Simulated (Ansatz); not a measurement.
# ZrCH₃ (doublet): wave-function methods side by side at a displaced geometry (v1), def2-SVP

The task here is to estimate one member of a computed series from the others.

Method: def2-SVP, core rule «outside noble gas», up to 5 orbitals frozen; program: Ansatz 0.2.0, Gaussian basis.

To be run: UHF; CCSD(T) on ROHF; CCSD(T) on UHF; CISD; CCSDT(Q) on ROHF; CCSDT(Q) on UHF; CASSCF and NEVPT2, 9 electrons in 9 orbitals.

14 further runs of the same task are left out: 5 that didn't finish, 9 set aside as unsound or not needed.

### What is computed

The geometry is a PBE0/def2-TZVP stationary point (not a proven minimum) with its atoms shifted at random (size 0.040 Å). No spin-orbit coupling is included. Elements past krypton take def2 core potentials.

5 atoms, charge 0, spin multiplicity 2.

Atoms are counted from 1 here; the program's logs count them from 0.

Bond lengths: Zr1–C2 2.170 Å, C2–H3 1.058 Å, C2–H4 1.057 Å, C2–H5 1.207 Å. Angles: Zr1–C2–H3 110.1°, Zr1–C2–H4 113.0°, Zr1–C2–H5 112.7°, H3–C2–H4 105.5°, H3–C2–H5 107.5°, H4–C2–H5 107.7°.

Set-up of the first run:

Input file in.yaml:

```yaml
crystal:
  periodic: [false, false, false]
  atoms:
    - {symbol: Zr, position_ang: [0.001105, 0.001848, 0.318789]}
    - {symbol: C, position_ang: [0.000272, -0.011325, -1.851092]}
    - {symbol: H, position_ang: [0.048120, -1.006386, -2.208538]}
    - {symbol: H, position_ang: [0.839140, 0.478870, -2.267185]}
    - {symbol: H, position_ang: [-0.990497, 0.495246, -2.318675]}
basis:
  gaussian: {orbitals: def2-SVP}
magnetization: {spin_polarized: true, initial_magnetization: 1}
hamiltonian: {xc: hf}
output: {orbitals: {seedname: orbitals}}
```

Command:

```console
$ ansatz run in.yaml --threads 1 --pin off --events-out ev --progress --plain --max-ram 2393MiB
```

Among the steps run: UHF; CCSD(T) on ROHF; CCSD(T) on UHF; CISD; CCSDT(Q) on ROHF; CCSDT(Q) on UHF; CASSCF and NEVPT2, 9 electrons in 9 orbitals.

One of the session's tables, all rows but one given; the rest of the session is left out.

| method | from RCCSDT(Q) (kcal/mol) |
| --- | --- |
| ROHF | ? |
| UHF | +151.70 |
| RMP2 | +26.24 |
| UMP2 | +27.81 |
| RCCSD | +6.68 |
| UCCSD | +5.92 |
| RCCSD(T) | +1.29 |
| UCCSD(T) | +0.65 |
| RCCSDT | +0.32 |
| UCCSDT | -0.32 |
| RCCSDT(Q) | 0 |
| UCCSDT(Q) | -0.68 |
| CASSCF frontier | +103.70 |
| NEVPT2 frontier | +29.07 |

Q: Estimate the row for ROHF from the others.

**Answer.** from RCCSDT(Q) (kcal/mol): +157.73. In the column «from RCCSDT(Q) (kcal/mol)» it is the highest.

Not comparable, so not listed: CISD (they don't share determinant, frozen orbitals or solution with the rows shown, or repeat one).

To keep in mind: The determinant is far from a pure spin state, so its energy mixes those of several spin states (harmless only where they are near-degenerate, as at dissociation). Warnings: spin contamination; coupled cluster took another determinant than the lowest. Restricted and unrestricted rows rest on different reference determinants; where their highest levels disagree by more than a few hundredths of an eV, they describe different states and don't form one ladder.
